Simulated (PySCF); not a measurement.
# trans-Zr(NH3)2F4: geometry, NMR shifts and electronic excitations

Wanted: the NMR shifts and electronic excitations of trans-Zr(NH3)2F4 (`[NH3]->[Zr](<-[NH3])([F])([F])([F])[F]`), by calculation.

The runs use PySCF 2.14.0, with density-fitted response routines of our own; the level of theory stands in each step. All values are computed, except where a source is named. Atoms are numbered from 0 throughout.

**1. Starting geometry**

13 atoms, charge 0, multiplicity 1; geometry from: GFN2-xTB. The atoms were then displaced at random by about 0.03 Å, so the start is not that level's minimum.

Bonds of the start (Å): Zr0–N1 2.34, Zr0–N5 2.38, Zr0–F9 1.83, Zr0–F10 1.99, Zr0–F11 1.97, Zr0–F12 1.81, N1–H2 1.04, N1–H3 1.13, N1–H4 1.01, N5–H6 1.02, N5–H7 0.97, N5–H8 1.00.

**2. Geometry optimisation at PBE0-D3(BJ)/def2-SVP**

What the job is given:

```
{"job": {"xc": "PBE0", "basis": "def2-SVP", "d3": "d3bj", "grid": 1, "maxiter": 40, "shake": 0.03, "kind": "geom"}, "charge": 0, "multiplicity": 1}
Zr     0.099390    -0.089280     0.012340
N     -0.020040    -0.025940     2.349190
H     -0.512640     0.855630     2.604280
H      1.035440    -0.067760     2.740050
H     -0.583630    -0.823180     2.622470
N     -0.004510     0.033460    -2.363170
H      0.491020     0.855180    -2.708640
H     -0.938850     0.044990    -2.613160
H      0.445030    -0.805060    -2.670350
F      1.862980    -0.032460     0.498840
F     -1.831660    -0.018510     0.470730
F      0.052150     1.834280    -0.408750
F     -0.064070    -1.813460    -0.511640
```

Launch:

```bash
> OMP_NUM_THREADS=1 python probes_run.py task.json out
```

The driver reads the jobs from task.json and runs them one after another.

Log:

```text
step   0  E = -558.99199699  max force = 0.094451
step   1  E = -559.02304789  max force = 0.014774
step   2  E = -559.02405027  max force = 0.017241
step   3  E = -559.02618553  max force = 0.010946
step   4  E = -559.02677566  max force = 0.006745
step   5  E = -559.02713377  max force = 0.003345
step   6  E = -559.02720040  max force = 0.001909
step   7  E = -559.02723435  max force = 0.000720
step   8  E = -559.02725194  max force = 0.000694
step   9  E = -559.02725976  max force = 0.000386
optimisation converged
```

Wall time 2 min (1 thread of Arm Neoverse V1, shared host); peak memory 0.57 GiB.

The steps of the relaxation:

| step | energy from step 0 (eV) | largest force component (eV/Å) |
| --- | --- | --- |
| 0 | 0.0000 | 4.8569 |
| 1 | -0.8449 | 0.7597 |
| 2 | -0.8722 | 0.8866 |
| 3 | -0.9303 | 0.5629 |
| 4 | -0.9464 | 0.3468 |
| 5 | -0.9561 | 0.1720 |
| 6 | -0.9579 | 0.0982 |
| 7 | -0.9589 | 0.0370 |
| 8 | -0.9593 | 0.0357 |
| 9 | -0.9595 | 0.0198 |

Close pairs (by a distance rule), those that changed most:

| bond | before (Å) | after (Å) | change (Å) |
| --- | --- | --- | --- |
| Zr0–F12 | 1.809 | 1.952 | +0.142 |
| Zr0–F9 | 1.830 | 1.952 | +0.122 |
| N1–H3 | 1.126 | 1.021 | -0.106 |
| N5–H7 | 0.967 | 1.021 | +0.054 |
| Zr0–N1 | 2.341 | 2.390 | +0.049 |
| Zr0–F10 | 1.986 | 1.951 | -0.035 |
| N1–H2 | 1.042 | 1.021 | -0.021 |
| N5–H8 | 1.000 | 1.020 | +0.020 |

The final coordinates are the input of the step that follows.

| at the end point | value |
| --- | --- |
| point group (found at 0.08 Å tolerance) | C1 |
| rotational constants (GHz, main isotopes) | 1.816, 1.398, 1.396 |
| dipole moment (D) | 0.49 |

**3. Nuclear shieldings: PBE0/def2-TZVP+pcSseg-1**

What the job is given:

```
{"job": {"kind": "nmr", "xc": "PBE0", "basis": {"default": "pcSseg-1", "Zr": "def2-TZVP"}}, "charge": 0, "multiplicity": 1}
Zr     0.049909    -0.055325     0.000970
N     -0.024066     0.007482     2.388927
H     -0.484288     0.861786     2.706436
H      0.918475    -0.011944     2.779866
H     -0.556706    -0.769196     2.782140
N      0.001753     0.031668    -2.386156
H      0.454258     0.869653    -2.751710
H     -0.970024     0.058214    -2.699760
H      0.427265    -0.795122    -2.805623
F      1.930455    -0.088914     0.524042
F     -1.857218    -0.085219     0.413075
F      0.071967     1.856254    -0.393777
F      0.068830    -1.931446    -0.536240
```

With the program's defaults for keys left out, this is: GIAO PBE0/pcSseg-1 Zr:def2-TZVP NMR shielding, scalar relativity only through core potentials, gas phase.

Log:

```text
coarse grid: 54480 points
cycle   1  E = -559.0602818857  dE = -5.450e+00  |g| = 1.210e+00  |ddm| = 4.853e+00
cycle   2  E = -559.1438725084  dE = -8.359e-02  |g| = 1.243e+00  |ddm| = 2.011e+00
cycle   3  E = -559.3777262035  dE = -2.339e-01  |g| = 2.546e-01  |ddm| = 8.704e-01
cycle   4  E = -559.3894900155  dE = -1.176e-02  |g| = 7.706e-02  |ddm| = 2.174e-01
cycle   5  E = -559.3905106582  dE = -1.021e-03  |g| = 7.942e-03  |ddm| = 4.383e-02
cycle   6  E = -559.3905192958  dE = -8.638e-06  |g| = 4.550e-03  |ddm| = 6.895e-03
cycle   7  E = -559.3905233285  dE = -4.033e-06  |g| = 4.711e-04  |ddm| = 2.769e-03
final grid: 115040 points
cycle   8  E = -559.3902954215  dE = -2.934e-07  |g| = 7.136e-04  |ddm| = 1.689e-03
cycle   9  E = -559.3902952853  dE =  1.363e-07  |g| = 1.167e-03  |ddm| = 9.340e-04
cycle  10  E = -559.3902955091  dE = -2.238e-07  |g| = 9.765e-05  |ddm| = 5.747e-04
cycle  11  E = -559.3902955107  dE = -1.605e-09  |g| = 2.417e-05  |ddm| = 6.332e-05
cycle  12  E = -559.3902955108  dE = -1.050e-10  |g| = 2.214e-06  |ddm| = 1.422e-05
converged SCF energy = -559.3902955108

GIAO shielding tensors (ppm)
atom      isotropic    diamagn.    paramagn.     s11        s22        s33       span
  0 Zr         nan         nan         nan        nan        nan        nan        nan
  1 N      229.769     317.298     -87.529    222.487    230.839    235.982     13.495
  2 H       29.589      29.357       0.233     24.695     25.413     38.659     13.964
  3 H       29.242      29.309      -0.066     23.501     25.788     38.438     14.937
  4 H       29.634      29.176       0.458     24.579     25.499     38.823     14.244
  5 N      229.719     317.308     -87.590    221.187    232.399    235.570     14.383
  6 H       29.449      29.300       0.150     23.975     25.737     38.636     14.661
  7 H       29.655      29.335       0.320     24.959     25.309     38.696     13.737
  8 H       29.376      29.213       0.162     23.839     25.714     38.575     14.736
  9 F       66.257     477.241    -410.984   -117.786    -50.244    366.802    484.588
 10 F       75.379     477.294    -401.915    -94.838    -47.507    368.482    463.321
 11 F       73.420     477.286    -403.866    -99.027    -48.524    367.811    466.838
 12 F       68.593     477.259    -408.666   -113.644    -50.004    369.427    483.071
```

It took 30 s on 1 thread of Arm Neoverse V1, shared host; peak memory 1 GiB.

Shifts follow as δ = σ(reference) − σ, with reference shieldings (ppm) from runs at the same level and on the same kind of geometry: 1H TMS 31.27, 19F CFCl3 177.2, 15N NH3 265.7. The references are single molecules in the gas phase, so shifts against H2O, NH3, PH3, H3PO4 or CFCl3 are not on the usual liquid scales and can be off by tens of ppm. Atoms listed in one row are averaged.

| atoms | environment | σ (ppm) | δ (ppm) |
| --- | --- | --- | --- |
| H2, H3, H4, H6, H7, H8 | hydrogen on a nitrogen bonded to Zr | 29.49 | 1.78 |
| N1, N5 | nitrogen bonded to Zr, 3 H | 229.7 | 35.9 |
| F9, F10, F11, F12 | fluorine bonded to Zr | 70.9 | 106.3 |

Atoms past Kr carry core potentials, so their printed shieldings have no meaning and are left out of the table.

The run also stored atomic charges by several schemes (e):

| atoms | Mulliken | ESP fit |
| --- | --- | --- |
| Zr0 | 1.59 | 1.80 |
| N1, N5 | -0.52 | -0.82 |
| F9, F10, F11, F12 | -0.49 | -0.54 |

Mayer bond orders: Zr0–N1 0.31, Zr0–N5 0.31, Zr0–F9 0.88, Zr0–F10 0.88, Zr0–F11 0.88, Zr0–F12 0.89.

With diffuse functions Mulliken charges and Mayer bond orders lose their meaning; the other schemes are steadier.

The fields below are evaluated on a grid from the run's orbitals.

Frontier orbitals at PBE0/def2-TZVP+pcSseg-1, with the share of their density that lies nearest to each atom:

| orbital | energy (eV) | lies on |
| --- | --- | --- |
| HOMO | -9.67 | N1, N5 about 21 % each; 4 F atoms about 11 % each |
| LUMO | -0.09 | Zr0 20 %; H2, H7 about 9 % each; 4 H atoms about 7 % each |

ELF in a plane through or near 5 of the atoms.

Values, 10 rows by 14 columns:
```
0.00 0.00 0.00 0.00 0.00 0.00 0.00 0.00 0.00 0.00 0.00 0.00 0.00 0.00
0.00 0.00 0.00 0.00 0.00 0.00 0.00 0.00 0.00 0.00 0.00 0.00 0.00 0.00
0.00 0.00 0.00 0.00 0.00 0.02 0.18 0.10 0.00 0.00 0.01 0.00 0.00 0.00
0.00 0.00 0.01 0.03 0.02 0.04 0.43 0.20 0.01 0.10 0.97 0.92 0.00 0.00
0.00 0.00 0.12 0.54 0.61 0.33 0.27 0.64 0.06 0.71 0.97 0.80 0.05 0.00
0.00 0.00 0.23 0.79 0.50 0.69 0.86 0.30 0.22 0.92 0.47 0.48 0.07 0.00
0.00 0.00 0.67 0.99 0.74 0.05 0.16 0.13 0.02 0.19 0.22 0.11 0.01 0.00
0.00 0.00 0.01 0.35 0.01 0.15 0.48 0.17 0.01 0.00 0.00 0.00 0.00 0.00
0.00 0.00 0.00 0.00 0.00 0.01 0.08 0.02 0.00 0.00 0.00 0.00 0.00 0.00
0.00 0.00 0.00 0.00 0.00 0.00 0.00 0.00 0.00 0.00 0.00 0.00 0.00 0.00
```
The map spans 10.8 Å across and 8.5 Å up, centred on the molecule. Atoms in the plane (x, y in Å): Zr0 (0.0, -0.1), N1 (2.4, 0.0), H2 (2.7, 1.0), N5 (-2.4, 0.0), H8 (-2.8, -0.9).

log10 of the density (e/Å³) in the same plane.

Ten even steps from '0' (-4.0) to '9' (0.6):
```
0000000000000000000000000000
0000000000000000000000000000
0000000000011110000000000000
0000000001233332100000000000
0000001112345554222222100000
0000122333456665433444320000
0001344545567765545666542000
0013456666667776566787653100
0023567887768888677898753200
0124578998879999788998754200
0124578998779999778998754200
0023578987778998777887653100
0013567876667776656666542100
0002456655567765544444421000
0000234444566665433222210000
0000011223455554321110000000
0000000012344432110000000000
0000000000122221000000000000
0000000000000000000000000000
0000000000000000000000000000
```
The map spans 10.8 Å across and 8.5 Å up, centred on the molecule. Atoms in the plane (x, y in Å): Zr0 (0.0, -0.1), N1 (2.4, 0.0), H2 (2.7, 1.0), N5 (-2.4, 0.0), H8 (-2.8, -0.9).

On the surface of density 0.002 e/bohr³ the electrostatic potential runs, from the 1st to the 99th percentile, from -1.73 V near F12 to 2.21 V near H4.

**4. Ultraviolet spectrum: CAM-B3LYP/def2-SVPD**

Same as in step 3 but for these lines:

```diff
@@ -1,2 +1,2 @@
-{"job": {"kind": "nmr", "xc": "PBE0", "basis": {"default": "pcSseg-1", "Zr": "def2-TZVP"}}, "charge": 0, "multiplicity": 1}
+{"job": {"kind": "uv", "xc": "CAM-B3LYP", "basis": "def2-SVPD", "ip": true, "nstates": 10}, "charge": 0, "multiplicity": 1}
 Zr     0.049909    -0.055325     0.000970
```

With the program's defaults for keys left out, this is: TDDFT CAM-B3LYP/def2-SVPD, vertical, gas phase, core orbitals frozen in the response.

Log:

```text
coarse grid: 54480 points
cycle   1  E = -559.1260577440  dE = -6.418e+00  |g| = 1.145e+00  |ddm| = 6.375e+00
cycle   2  E = -559.1607525059  dE = -3.469e-02  |g| = 1.281e+00  |ddm| = 2.891e+00
cycle   3  E = -559.4080413525  dE = -2.473e-01  |g| = 2.135e-01  |ddm| = 9.268e-01
cycle   4  E = -559.4174254695  dE = -9.384e-03  |g| = 4.541e-02  |ddm| = 3.053e-01
cycle   5  E = -559.4178576005  dE = -4.321e-04  |g| = 7.103e-03  |ddm| = 8.114e-02
cycle   6  E = -559.4178679762  dE = -1.038e-05  |g| = 3.772e-03  |ddm| = 1.112e-02
cycle   7  E = -559.4178713514  dE = -3.375e-06  |g| = 5.856e-04  |ddm| = 4.143e-03
final grid: 115040 points
cycle   8  E = -559.4176205846  dE = -4.013e-07  |g| = 6.709e-04  |ddm| = 6.905e-03
cycle   9  E = -559.4176205654  dE =  1.915e-08  |g| = 7.828e-04  |ddm| = 1.122e-03
cycle  10  E = -559.4176206779  dE = -1.124e-07  |g| = 8.253e-05  |ddm| = 5.684e-04
cycle  11  E = -559.4176206790  dE = -1.153e-09  |g| = 3.884e-05  |ddm| = 1.007e-04
cycle  12  E = -559.4176206794  dE = -3.622e-10  |g| = 7.064e-06  |ddm| = 4.887e-05
converged SCF energy = -559.4176206794

Static polarisability (au): isotropic 60.682, principal 57.945 57.979 66.121

Singlet excitations
state   eV       nm        f      main configurations
  1   8.3320    148.8   0.04303   H->L+2 0.60, H->L 0.15
  2   8.3548    148.4   0.00824   H->L+3 0.67, H->L+2 0.09, H-1->L+3 0.09
  3   8.4334    147.0   0.02141   H-1->L+2 0.70, H-1->L+3 0.08
  4   8.4487    146.7   0.00331   H-1->L+3 0.71
  5   8.5044    145.8   0.21150   H->L 0.53, H->L+2 0.16, H-2->L+1 0.11
  6   8.6005    144.2   0.00045   H-3->L+2 0.25, H->L+1 0.22, H-2->L 0.17
  7   8.6216    143.8   0.00019   H->L+1 0.27, H-3->L+2 0.22, H-2->L 0.16
  8   8.6494    143.3   0.00163   H-4->L+3 0.23, H-4->L+2 0.23, H-3->L+3 0.21
  9   8.7020    142.5   0.00134   H-4->L+3 0.21, H-4->L+2 0.19, H-3->L+2 0.15
 10   8.7349    141.9   0.00337   H-3->L+3 0.34, H-4->L+2 0.22, H-5->L+3 0.12

Triplet excitations (Tamm-Dancoff, eV): 8.0532 8.0808 8.1654 8.2443
Vertical ionisation energy (delta-SCF) = 12.0919 eV
```

Run time: 4.4 min. Hardware: 1 thread of Arm Neoverse V1, shared host; peak memory 1.2 GiB.

Frontier orbitals and where they lie:

| orbital | eV | atoms |
| --- | --- | --- |
| HOMO−3 | -11.84 | F12 29 %, F11 28 %, F9 19 % |
| HOMO−2 | -11.60 | F12 21 %, F9 19 %, F10 17 % |
| HOMO−1 | -11.53 | F12 28 %, F9 27 %, F10 23 % |
| HOMO | -11.22 | N1 25 %, N5 24 %, F10 10 % |
| LUMO | 0.30 | Zr0 45 %, H7 7 %, H2 6 % |
| LUMO+1 | 0.46 | Zr0 53 %, H7 6 %, H4 6 % |
| LUMO+2 | 1.01 | Zr0 66 %, F12 9 %, F11 8 % |

With each of the 10 states as a Gaussian band of 0.4 eV half-width at 1/e, the curve within the window shown has maxima at 146 nm (ε 12,000) L/(mol cm). Beyond the last state computed it falls off for lack of states. The curve at chosen wavelengths:

```json
{"nm": "137", "ε (L/mol/cm)": "1818"}
{"nm": "138", "ε (L/mol/cm)": "2730"}
{"nm": "139", "ε (L/mol/cm)": "3880"}
{"nm": "140", "ε (L/mol/cm)": "5230"}
{"nm": "141", "ε (L/mol/cm)": "6700"}
{"nm": "142", "ε (L/mol/cm)": "8175"}
{"nm": "143", "ε (L/mol/cm)": "9517"}
{"nm": "144", "ε (L/mol/cm)": "10593"}
{"nm": "145", "ε (L/mol/cm)": "11293"}
{"nm": "146", "ε (L/mol/cm)": "11552"}
{"nm": "147", "ε (L/mol/cm)": "11359"}
{"nm": "148", "ε (L/mol/cm)": "10753"}
{"nm": "149", "ε (L/mol/cm)": "9816"}
{"nm": "150", "ε (L/mol/cm)": "8656"}
{"nm": "151", "ε (L/mol/cm)": "7382"}
{"nm": "152", "ε (L/mol/cm)": "6099"}
{"nm": "153", "ε (L/mol/cm)": "4888"}
{"nm": "154", "ε (L/mol/cm)": "3805"}
{"nm": "155", "ε (L/mol/cm)": "2880"}
{"nm": "156", "ε (L/mol/cm)": "2122"}
{"nm": "157", "ε (L/mol/cm)": "1525"}
{"nm": "158", "ε (L/mol/cm)": "1069"}
{"nm": "159", "ε (L/mol/cm)": "732"}
{"nm": "160", "ε (L/mol/cm)": "490"}
```

Leading natural transition orbitals of singlet state 5: the hole lies on N1, N5 about 27 % each; F10, F11 about 7 % each; the particle on Zr0 14 %; H2, H4, H7 about 12 % each; H3, H6 about 9 % each.

Leading natural transition orbitals of singlet state 1: the hole lies on N1, N5 about 21 % each; F9, F10 about 12 % each; F11, F12 about 9 % each; the particle on Zr0 58 %; F11, F12 about 7 % each.

Further results of this job:

| property | computed |
| --- | --- |
| dipole moment (D) | 0.46 |
| polarisability (Å³) | 8.99 |
| HOMO–LUMO gap (eV) | 11.52 |
| −ε(HOMO) (eV) | 11.22 |

**5. NMR shieldings: KT2/def2-TZVP+pcSseg-1**

Same as in step 4 but for these lines:

```diff
@@ -1,2 +1,2 @@
-{"job": {"kind": "uv", "xc": "CAM-B3LYP", "basis": "def2-SVPD", "ip": true, "nstates": 10}, "charge": 0, "multiplicity": 1}
+{"job": {"kind": "nmr", "xc": "KT2", "basis": {"default": "pcSseg-1", "Zr": "def2-TZVP"}, "pop": false}, "charge": 0, "multiplicity": 1}
 Zr     0.049909    -0.055325     0.000970
```

Method: GIAO KT2/pcSseg-1 Zr:def2-TZVP NMR shielding, scalar relativity only through core potentials, gas phase.

Log:

```text
coarse grid: 54480 points
cycle   1  E = -566.2602370056  dE = -4.987e+00  |g| = 1.581e+00  |ddm| = 4.930e+00
cycle   2  E = -566.1505671587  dE =  1.097e-01  |g| = 1.829e+00  |ddm| = 3.305e+00
cycle   3  E = -566.8406079821  dE = -6.900e-01  |g| = 3.831e-01  |ddm| = 1.916e+00
cycle   4  E = -566.8518943604  dE = -1.129e-02  |g| = 3.130e-01  |ddm| = 4.033e-01
cycle   5  E = -566.8694764928  dE = -1.758e-02  |g| = 3.955e-02  |ddm| = 1.659e-01
cycle   6  E = -566.8697712290  dE = -2.947e-04  |g| = 1.468e-02  |ddm| = 3.359e-02
cycle   7  E = -566.8698117944  dE = -4.057e-05  |g| = 1.985e-03  |ddm| = 8.905e-03
cycle   8  E = -566.8698118355  dE = -4.111e-08  |g| = 1.908e-03  |ddm| = 1.669e-03
final grid: 115040 points
cycle   9  E = -566.8694734862  dE =  2.305e-06  |g| = 4.654e-03  |ddm| = 3.969e-03
cycle  10  E = -566.8694520025  dE =  2.148e-05  |g| = 1.218e-02  |ddm| = 8.502e-03
cycle  11  E = -566.8694771633  dE = -2.516e-05  |g| = 1.691e-04  |ddm| = 6.150e-03
cycle  12  E = -566.8694771671  dE = -3.761e-09  |g| = 9.363e-05  |ddm| = 1.430e-04
cycle  13  E = -566.8694771686  dE = -1.500e-09  |g| = 2.393e-05  |ddm| = 5.531e-05
cycle  14  E = -566.8694771687  dE = -9.686e-11  |g| = 5.702e-06  |ddm| = 1.567e-05
converged SCF energy = -566.8694771687

GIAO shielding tensors (ppm)
atom      isotropic    diamagn.    paramagn.     s11        s22        s33       span
  0 Zr         nan         nan         nan        nan        nan        nan        nan
  1 N      227.978     315.956     -87.978    220.421    229.199    234.313     13.892
  2 H       29.614      29.231       0.384     25.008     25.554     38.281     13.272
  3 H       29.268      29.184       0.084     23.945     25.799     38.060     14.115
  4 H       29.661      29.050       0.611     24.867     25.682     38.433     13.566
  5 N      227.916     315.965     -88.049    219.146    231.049    233.553     14.406
  6 H       29.478      29.175       0.303     24.354     25.828     38.250     13.896
  7 H       29.685      29.214       0.471     25.333     25.402     38.321     12.988
  8 H       29.394      29.085       0.308     24.203     25.792     38.185     13.982
  9 F       23.577     478.420    -454.843   -175.938    -92.456    339.126    515.065
 10 F       34.859     478.510    -443.651   -147.803    -88.994    341.375    489.178
 11 F       32.140     478.497    -446.357   -153.874    -89.842    340.134    494.008
 12 F       26.622     478.443    -451.821   -170.429    -92.072    342.367    512.796
```

Run time: 29 s. Hardware: 1 thread of Arm Neoverse V1, shared host; peak memory 1 GiB.

This run: δ N1 36.4, F9 109.3, H2 1.66 ppm (means over like atoms).

**6. Comparing the runs: NMR shifts**

Shifts (ppm), means over like atoms, with basis size and wall time:

| run | H2 | N1 | F9 | functions | time |
| --- | --- | --- | --- | --- | --- |
| PBE0/def2-TZVP+pcSseg-1 | 1.78 | 35.9 | 106.3 | 172 | 30 s |
| KT2/def2-TZVP+pcSseg-1 | 1.66 | 36.4 | 109.3 | 172 | 29 s |

**7. Summary of results**

| quantity | value |
| --- | --- |
| point group | C1 |
| rotational constants (main isotopes) | 1.82, 1.40, 1.40 GHz |
| 1H shifts against TMS (PBE0/def2-TZVP+pcSseg-1, means over atoms taken as alike) | 1.78 ppm |
| 15N shifts against NH3 (PBE0/def2-TZVP+pcSseg-1, means over atoms taken as alike) | 35.9 ppm |
| 19F shifts against CFCl3 (PBE0/def2-TZVP+pcSseg-1, means over atoms taken as alike) | 106.3 ppm |
| surface potential, 1st and 99th percentile | -1.73 V and 2.21 V |
| lowest singlet (CAM-B3LYP/def2-SVPD) | 8.33 eV (149 nm), f = 0.043 |
| brightest single state of those computed | state 5, 8.50 eV, f = 0.211 |
| lowest triplet | 8.05 eV |
| vertical ionisation energy (ΔSCF) | 12.09 eV |
| range of the shift of F9 | 106.3 to 109.3 ppm |

In words: The start was shaken at random, so part of the energy gained undoes that. The optimisation took 9 steps and gained 0.960 eV; among the close pairs (by a distance rule), Zr0–F12 changed most, from 1.809 to 1.952 Å. At PBE0/def2-TZVP+pcSseg-1: The widest tensor belongs to F9, F10, F11, F12: span 474 ppm, with a paramagnetic part of -406 ppm. The first singlet state (HOMO→LUMO+2 0.60, HOMO→LUMO 0.15) lies at 8.33 eV and is weak; of the 10 states computed, the strongest absorption comes from state 5 at 8.50 eV. The lowest triplet lies 0.28 eV below the lowest singlet (triplets in Tamm-Dancoff, singlets in full TDDFT). The orbital energy would give 11.22 eV for ionisation, ΔSCF gives 12.09 eV. In ppm, F9 (with its like atoms) moves most: its shift spreads over 2.9 ppm, from 106.3 (PBE0/def2-TZVP+pcSseg-1) to 109.3 (KT2/def2-TZVP+pcSseg-1). Spin-orbit coupling is left out, which matters for shieldings and couplings at and beside the heavy atoms.
